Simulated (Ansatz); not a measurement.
# CsTl3: the cost of one run

Method: DFT PBE, scalar-relativistic, plane waves, PAW, in Ansatz 0.2.0.

3 further runs of the same task are left out: 2 that didn't finish, 1 set aside as unsound or not needed.

## Step 1: The system as given

The structure is cubic, space group Pm-3m (No. 221). Conventional cell: a = 5.229 Å, b = 5.229 Å, c = 5.229 Å, α = 90.00°, β = 90.00°, γ = 90.00°. Cs (site symmetry m-3m) has 12 Tl at 3.70 Å as nearest neighbours. Around Tl (site symmetry 4/mmm) lie 4 Cs at 3.70 Å and 8 Tl at 3.70 Å.

Coordinates:

```cif
data_structure
_symmetry_space_group_name_H-M 'P 1'
_symmetry_Int_Tables_number 1
_cell_length_a 5.2286
_cell_length_b 5.2286
_cell_length_c 5.2286
_cell_angle_alpha 90.000
_cell_angle_beta 90.000
_cell_angle_gamma 90.000
_cell_volume 142.94
loop_
_atom_site_label
_atom_site_type_symbol
_atom_site_fract_x
_atom_site_fract_y
_atom_site_fract_z
_atom_site_occupancy
Cs1 Cs 0.00000 0.00000 0.00000 1
Tl1 Tl 0.00000 0.50000 0.50000 1
Tl2 Tl 0.50000 0.00000 0.50000 1
Tl3 Tl 0.50000 0.50000 0.00000 1
```

The cell is invented: species swapped into a database cell of PrIn3 (Pm-3m, No. 221), with Cs on the Pr sites and Tl on the In sites. The dimensions are guesses.

## Step 2: The guess as it stands, on a coarse mesh

The input, input.yaml:

```yaml
crystal:
  lattice:
    - [5.22861319, 0.0, 0.0]
    - [0.0, 5.22861319, 0.0]
    - [0.0, 0.0, 5.22861319]
  atoms:
    - { symbol: Cs, position: [0.0, 0.0, 0.0] }
    - { symbol: Tl, position: [0.0, 0.5, 0.5] }
    - { symbol: Tl, position: [0.5, 0.0, 0.5] }
    - { symbol: Tl, position: [0.5, 0.5, 0.0] }
basis:
  ecutwfc: 420
kpoints:
  mp_grid: { grid: [4, 4, 4] }
hamiltonian:
  xc: pbe
scf:
  occupations: { method: gaussian, width: 0.1 }
  lower_state_search: "off"
output:
  forces: true
  stress: true
  eigenvalues: true
```

The run is started by

```sh
ansatz run input.yaml --threads 1 --pin off --max-ram 2048MiB --backend cpu --events-out ev --progress --plain --runs-dir out
```

What time and memory should one allow on 1 thread of Arm Neoverse V1, shared host?

About 2.7 s, with a peak of 0.36 GiB.
